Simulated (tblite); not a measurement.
# C3H8B3Cl3: the cost of one run

Computed with tblite 0.8.0 and PySCF 2.14.0, with density-fitted response routines of our own, on a single molecule in the gas phase. Atoms count from 0, in the outputs and in this text.

**1. The starting structure**

17 atoms, charge 0, multiplicity 1; geometry from: force field or distance geometry start.

Bonds of the start (Å): B0–C1 1.58, C1–C2 1.48, C2–B3 1.57, B3–B4 1.67, B4–Cl5 1.86, B4–Cl6 1.86, C2–C7 1.53, C7–Cl8 1.76, B0–H9 1.19, B0–H10 1.19, C1–H11 1.11, C1–H12 1.12, C2–H13 1.10, B3–H14 1.18, C7–H15 1.13, C7–H16 1.11.

**2. Geometry optimisation with GFN2-xTB**

The job: settings as JSON, then the geometry in Å.

```
{"job": {"kind": "relax", "xc": "GFN2-xTB", "basis": "xTB"}, "charge": 0, "multiplicity": 1}
B      2.234500     1.075500     0.111400
C      1.470100    -0.257100    -0.270300
C      0.000700    -0.127900    -0.406400
B     -0.742300     0.385800     0.875900
B     -2.226100     1.124100     0.665300
Cl    -3.760100     0.447700     1.465000
Cl    -2.453000     2.380800    -0.685100
C     -0.514000    -1.542300    -0.652500
Cl    -2.258000    -1.563500    -0.854300
H      3.417200     1.025000     0.014100
H      1.845500     1.785600     0.987100
H      1.957900    -0.684700    -1.173800
H      1.662600    -0.982400     0.567400
H     -0.306600     0.503800    -1.252900
H     -0.206200     0.547100     1.915500
H     -0.174900    -2.186000     0.214500
H      0.045700    -1.919600    -1.530700
```

Run with:

```bash
$ OMP_NUM_THREADS=1 python probes_run.py task.json out
```

One launch serves the whole session: the jobs run in the order shown.

Q: Estimate the wall time and peak memory of this first job on 1 thread of Arm Neoverse V2, shared host.

About 1.4 s, with a peak of 0.18 GiB.
